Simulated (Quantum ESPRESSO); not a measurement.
# Si2Ni (I4/mmm) in Quantum ESPRESSO: single point with PBEsol

Aim: the single point of Si2Ni with PBEsol.

Everything below comes from runs of Quantum ESPRESSO 7.5. Logs are shortened: lines on timing, memory, paths and dates and some standing lists are left out, and cuts for length are marked.

### Step 1. The crystal as given

Symmetry: I4/mmm, No. 139, tetragonal system. Conventional cell: a = 3.777 Å, b = 3.777 Å, c = 5.395 Å, α = 90.00°, β = 90.00°, γ = 90.00°. Ni (site symmetry 4/mmm) has 8 Si at 2.32 Å as nearest neighbours. Around Si (site symmetry -4m2) lie 4 Ni at 2.32 Å.

The cell was built by a generator and needn't be a form met in nature.

### Step 2. Single point, PBEsol

The input, pw.in:

```
&CONTROL
  calculation = 'scf'
  prefix = 'pwscf'
  outdir = './tmp'
  pseudo_dir = './pseudo'
  tprnfor = .true.
  tstress = .true.
  disk_io = 'nowf'
/
&SYSTEM
  ibrav = 0
  nat = 3
  ntyp = 2
  ecutwfc = 45
  ecutrho = 360
  nbnd = 20
  occupations = 'smearing'
  smearing = 'mp'
  degauss = 0.00734986
/
&ELECTRONS
  conv_thr = 6d-10
  electron_maxstep = 120
  mixing_beta = 0.5
/
ATOMIC_SPECIES
Ni    58.6934 ni_pbesol_v1.4.uspp.F.UPF
Si    28.0850 si_pbesol_v1.uspp.F.UPF
CELL_PARAMETERS angstrom
   0.0000000000    2.6706180600    2.6973777600
   2.6706180600    0.0000000000    2.6973777600
   2.6706180600    2.6706180600    0.0000000000
ATOMIC_POSITIONS crystal
Ni     0.0000000000    0.0000000000    0.0000000000
Si     0.2500000000    0.2500000000    0.2500000000
Si     0.7500000000    0.7500000000    0.7500000000
K_POINTS automatic
16 16 16 0 0 0
```

Potentials or basis: GBRV 1.5 PBEsol.

Launch:

```console
OMP_NUM_THREADS=1 pw.x -in pw.in > pw.out
```

pw.out:

```text
This program is part of the open-source Quantum ESPRESSO suite
     for quantum simulation of materials; please cite
[... 9 lines left out ...]
     --------------------
     sticks:   dense  smooth     PW     G-vecs:    dense   smooth      PW
     Sum        1273     645    199                29955    10625    1885

     Using Slab Decomposition

     bravais-lattice index     =            0
     lattice parameter (alat)  =       7.1730  a.u.
     unit-cell volume          =     259.6522 (a.u.)^3
     number of atoms/cell      =            3
     number of atomic types    =            2
     number of electrons       =        26.00
     number of Kohn-Sham states=           20
     kinetic-energy cutoff     =      45.0000  Ry
     charge density cutoff     =     360.0000  Ry
     scf convergence threshold =      6.0E-10
     mixing beta               =       0.5000
     number of iterations used =            8  plain     mixing
     Exchange-correlation= SLA  PW   PSX  PSC
                           (   1   4  10   8   0   0   0)

     celldm(1)=   7.173010  celldm(2)=   0.000000  celldm(3)=   0.000000
     celldm(4)=   0.000000  celldm(5)=   0.000000  celldm(6)=   0.000000

     crystal axes: (cart. coord. in units of alat)
               a(1) = (   0.000000   0.703573   0.710623 )
               a(2) = (   0.703573   0.000000   0.710623 )
               a(3) = (   0.703573   0.703573   0.000000 )

     reciprocal axes: (cart. coord. in units 2 pi/alat)
               b(1) = ( -0.710658  0.710658  0.703608 )
               b(2) = (  0.710658 -0.710658  0.703608 )
               b(3) = (  0.710658  0.710658 -0.703608 )

     PseudoPot. # 1 for Ni read from file:
     ni_pbesol_v1.4.uspp.F.UPF
     Pseudo is Ultrasoft + core correction, Zval = 18.0
     Generated by new atomic code, or converted to UPF format
     Using radial grid of  865 points,  6 beta functions with:
                l(1) =   0
                l(2) =   0
                l(3) =   1
                l(4) =   1
                l(5) =   2
                l(6) =   2
     Q(r) pseudized with 10 coefficients,  rinner =    0.980   0.980   0.980
                                                       0.980   0.980

     PseudoPot. # 2 for Si read from file:
     si_pbesol_v1.uspp.F.UPF
     Pseudo is Ultrasoft + core correction, Zval =  4.0
     Generated by new atomic code, or converted to UPF format
     Using radial grid of  899 points,  6 beta functions with:
                l(1) =   0
                l(2) =   0
                l(3) =   1
                l(4) =   1
                l(5) =   2
                l(6) =   2
     Q(r) pseudized with  8 coefficients,  rinner =    0.900   0.900   0.900
                                                       0.900   0.900

     atomic species   valence    mass     pseudopotential
     Ni               18.00    58.69340     Ni( 1.00)
     Si                4.00    28.08500     Si( 1.00)

     16 Sym. Ops., with inversion, found

   Cartesian axes

     site n.     atom                  positions (alat units)
         1        Ni     tau(   1) = (   0.0000000   0.0000000   0.0000000  )
         2        Si     tau(   2) = (   0.3517865   0.3517865   0.3553115  )
         3        Si     tau(   3) = (   1.0553596   1.0553596   1.0659344  )

     number of k points=   349  Methfessel-Paxton smearing, width (Ry)=  0.0073

     Number of k-points >= 100: set verbosity='high' to print them.

     Dense  grid:    29955 G-vectors     FFT dimensions: (  45,  45,  45)

     Smooth grid:    10625 G-vectors     FFT dimensions: (  32,  32,  32)

     Check: negative core charge=   -0.000002

     Initial potential from superposition of free atoms

     starting charge      23.9987, renormalised to      26.0000
     Starting wfcs are   21 randomized atomic wfcs

     Self-consistent Calculation

     iteration #  1     ecut=    45.00 Ry     beta= 0.50
     Davidson diagonalization with overlap
     ethr =  1.00E-02,  avg # of iterations =  6.7

     total energy              =    -334.28699666 Ry
     estimated scf accuracy    <      50.86887851 Ry

     iteration #  2     ecut=    45.00 Ry     beta= 0.50
     Davidson diagonalization with overlap
     ethr =  1.00E-02,  avg # of iterations =  3.0

     total energy              =    -361.52320360 Ry
     estimated scf accuracy    <      54.01177379 Ry

     iteration #  3     ecut=    45.00 Ry     beta= 0.50
     Davidson diagonalization with overlap
     ethr =  1.00E-02,  avg # of iterations =  2.2

     total energy              =    -361.78292277 Ry
     estimated scf accuracy    <      10.35381877 Ry

     iteration #  4     ecut=    45.00 Ry     beta= 0.50
     Davidson diagonalization with overlap
     ethr =  1.00E-02,  avg # of iterations =  2.2

     total energy              =    -362.60605684 Ry
     estimated scf accuracy    <       1.18284520 Ry

     iteration #  5     ecut=    45.00 Ry     beta= 0.50
     Davidson diagonalization with overlap
     ethr =  4.55E-03,  avg # of iterations =  1.3

     total energy              =    -361.92810535 Ry
     estimated scf accuracy    <       1.19541864 Ry

     iteration #  6     ecut=    45.00 Ry     beta= 0.50
     Davidson diagonalization with overlap
     ethr =  4.55E-03,  avg # of iterations =  2.3

     total energy              =    -362.54827681 Ry
     estimated scf accuracy    <       2.72156458 Ry

     iteration #  7     ecut=    45.00 Ry     beta= 0.50
     Davidson diagonalization with overlap
     ethr =  4.55E-03,  avg # of iterations =  1.0

     total energy              =    -362.45766031 Ry
     estimated scf accuracy    <       2.67034795 Ry

     iteration #  8     ecut=    45.00 Ry     beta= 0.50
     Davidson diagonalization with overlap
     ethr =  4.55E-03,  avg # of iterations =  1.1

     total energy              =    -362.20324490 Ry
     estimated scf accuracy    <       1.73801221 Ry

     iteration #  9     ecut=    45.00 Ry     beta= 0.50
     Davidson diagonalization with overlap
     ethr =  4.55E-03,  avg # of iterations =  1.0

     total energy              =    -362.33454536 Ry
     estimated scf accuracy    <       0.06133664 Ry

     iteration # 10     ecut=    45.00 Ry     beta= 0.50
     Davidson diagonalization with overlap
     ethr =  2.36E-04,  avg # of iterations =  2.5

     total energy              =    -362.28358225 Ry
     estimated scf accuracy    <       0.17041147 Ry

     iteration # 11     ecut=    45.00 Ry     beta= 0.50
     Davidson diagonalization with overlap
     ethr =  2.36E-04,  avg # of iterations =  2.0

     total energy              =    -362.30554270 Ry
     estimated scf accuracy    <       0.02244218 Ry

     iteration # 12     ecut=    45.00 Ry     beta= 0.50
     Davidson diagonalization with overlap
     ethr =  8.63E-05,  avg # of iterations =  3.0

     total energy              =    -362.29245566 Ry
     estimated scf accuracy    <       0.36784334 Ry

     iteration # 13     ecut=    45.00 Ry     beta= 0.50
     Davidson diagonalization with overlap
     ethr =  8.63E-05,  avg # of iterations =  2.1

     total energy              =    -362.29971358 Ry
     estimated scf accuracy    <       0.04773701 Ry

     iteration # 14     ecut=    45.00 Ry     beta= 0.50
     Davidson diagonalization with overlap
     ethr =  8.63E-05,  avg # of iterations =  2.0

     total energy              =    -362.30379585 Ry
     estimated scf accuracy    <       0.00165115 Ry

     iteration # 15     ecut=    45.00 Ry     beta= 0.50
     Davidson diagonalization with overlap
     ethr =  6.35E-06,  avg # of iterations =  2.8

     total energy              =    -362.30389144 Ry
     estimated scf accuracy    <       0.00536131 Ry

     iteration # 16     ecut=    45.00 Ry     beta= 0.50
     Davidson diagonalization with overlap
     ethr =  6.35E-06,  avg # of iterations =  1.0

     total energy              =    -362.30340864 Ry
     estimated scf accuracy    <       0.00283648 Ry

     iteration # 17     ecut=    45.00 Ry     beta= 0.50
     Davidson diagonalization with overlap
     ethr =  6.35E-06,  avg # of iterations =  1.2

     total energy              =    -362.30356856 Ry
     estimated scf accuracy    <       0.00010653 Ry

     iteration # 18     ecut=    45.00 Ry     beta= 0.50
     Davidson diagonalization with overlap
     ethr =  4.10E-07,  avg # of iterations =  2.1

     total energy              =    -362.30358844 Ry
     estimated scf accuracy    <       0.00001355 Ry

     iteration # 19     ecut=    45.00 Ry     beta= 0.50
     Davidson diagonalization with overlap
     ethr =  5.21E-08,  avg # of iterations =  1.1

     total energy              =    -362.30358752 Ry
     estimated scf accuracy    <       0.00000838 Ry

     iteration # 20     ecut=    45.00 Ry     beta= 0.50
     Davidson diagonalization with overlap
     ethr =  3.22E-08,  avg # of iterations =  1.0

     total energy              =    -362.30358778 Ry
     estimated scf accuracy    <       0.00000105 Ry

     iteration # 21     ecut=    45.00 Ry     beta= 0.50
     Davidson diagonalization with overlap
     ethr =  4.03E-09,  avg # of iterations =  1.9

     total energy              =    -362.30358791 Ry
     estimated scf accuracy    <       0.00000002 Ry

     iteration # 22     ecut=    45.00 Ry     beta= 0.50
     Davidson diagonalization with overlap
     ethr =  7.59E-11,  avg # of iterations =  3.8

     total energy              =    -362.30358792 Ry
     estimated scf accuracy    <          2.3E-09 Ry

     iteration # 23     ecut=    45.00 Ry     beta= 0.50
     Davidson diagonalization with overlap
     ethr =  8.70E-12,  avg # of iterations =  2.2

     End of self-consistent calculation

     Number of k-points >= 100: set verbosity='high' to print the bands.

     the Fermi energy is    13.5419 ev

!    total energy              =    -362.30358792 Ry
     estimated scf accuracy    <          1.0E-10 Ry
     smearing contrib. (-TS)   =      -0.00001596 Ry
     internal energy E=F+TS    =    -362.30357196 Ry

     The total energy is F=E-TS. E is the sum of the following terms:
     one-electron contribution =    -288.09547884 Ry
     hartree contribution      =     157.23498418 Ry
     xc contribution           =     -44.01903619 Ry
     ewald contribution        =    -187.42404111 Ry

     convergence has been achieved in  23 iterations

     Forces acting on atoms (cartesian axes, Ry/au):

     atom    1 type  1   force =     0.00000000   -0.00000000    0.00000000
     atom    2 type  2   force =     0.00000000   -0.00000000   -0.00000000
     atom    3 type  2   force =     0.00000000   -0.00000000    0.00000000

     Total force =     0.000000     Total SCF correction =     0.000000

     Computing stress (Cartesian axis) and pressure

          total   stress  (Ry/bohr**3)                   (kbar)     P=       29.59
   0.00021418  -0.00000000  -0.00000000           31.51       -0.00       -0.00
  -0.00000000   0.00021418   0.00000000           -0.00       31.51        0.00
   0.00000000  -0.00000000   0.00017517            0.00       -0.00       25.77

=------------------------------------------------------------------------------=
   JOB DONE.
=------------------------------------------------------------------------------=
```

Wall time 4 min (1 thread of Arm Neoverse V2, shared host); peak memory 0.28 GiB.

What came out:

| Quantity | Value |
| --- | --- |
| Free energy | -4929.3914 eV |
| Pressure | 3.0 GPa |
| Band gap on the k mesh | none (metal or under the smearing width) |

Stress tensor (GPa, compression positive):
```
3.15 0.00 0.00
0.00 3.15 0.00
0.00 0.00 2.58
```

Spin polarisation is off, so any magnetic state and its effect on volume and gap are missing.
